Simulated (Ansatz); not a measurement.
# CH5GeNOS: the cost of one run

Program: Ansatz 0.2.0. Level of theory: RKS PBE0-D4/def2-mTZVP. These are calculated values, not measurements.

1 further run of the same task is left out (it didn't finish).

## Step 1: The system as given

Bond lengths: O1–C2 1.295 Å, C2–S3 1.772 Å, C2–N4 1.433 Å, N4–Ge5 1.893 Å, S3–H6 1.440 Å, N4–H7 1.041 Å, Ge5–H8 1.565 Å, Ge5–H9 1.551 Å, Ge5–H10 1.537 Å. Angles: O1–C2–S3 118.1°, O1–C2–N4 122.5°, S3–C2–N4 119.2°, C2–S3–H6 91.9°, C2–N4–Ge5 120.9°, C2–N4–H7 119.7°, Ge5–N4–H7 118.8°, N4–Ge5–H8 106.8°, N4–Ge5–H9 106.7°, N4–Ge5–H10 110.0°, H8–Ge5–H9 110.1°, H8–Ge5–H10 112.0°, H9–Ge5–H10 111.0°.

As a file:

```xyz
10

O     0.1123   -1.8667    0.5304
C     0.0332   -0.6787    1.0395
S     0.2163   -0.5086    2.7938
N    -0.0869    0.4982    0.2308
Ge   -0.3840    0.3697   -1.6347
H     1.6450   -0.3696    2.6799
H    -0.1538    1.4322    0.6866
H     0.9060   -0.2627   -2.2561
H    -0.5716    1.8175   -2.1576
H    -1.6334   -0.4825   -1.9097
```

## Step 2: Relaxing end A

File input.yaml:

```yaml
crystal:
  periodic: [false, false, false]
  atoms:
    - { symbol: O, position_ang: [0.1123, -1.8667, 0.5304] }
    - { symbol: C, position_ang: [0.0332, -0.6787, 1.0395] }
    - { symbol: S, position_ang: [0.2163, -0.5086, 2.7938] }
    - { symbol: "N", position_ang: [-0.0869, 0.4982, 0.2308] }
    - { symbol: Ge, position_ang: [-0.384, 0.3697, -1.6347] }
    - { symbol: H, position_ang: [1.645, -0.3696, 2.6799] }
    - { symbol: H, position_ang: [-0.1538, 1.4322, 0.6866] }
    - { symbol: H, position_ang: [0.906, -0.2627, -2.2561] }
    - { symbol: H, position_ang: [-0.5716, 1.8175, -2.1576] }
    - { symbol: H, position_ang: [-1.6334, -0.4825, -1.9097] }
basis:
  gaussian: { orbitals: def2-mTZVP }
hamiltonian:
  xc: pbe0
  dispersion: d4
relax:
  f_tol: 0.015
  max_steps: 40
output:
  orbitals: {}
```

Started as:

```bash
$ ansatz run input.yaml --threads 2 --pin off --max-ram 3072MiB --backend cpu --events-out ev --progress --plain --runs-dir out
```

**Question.** How long does this run take on 2 threads of Arm Neoverse V1, shared host, and how much memory does it need?

About 2.1 min, with a peak of 0.35 GiB.
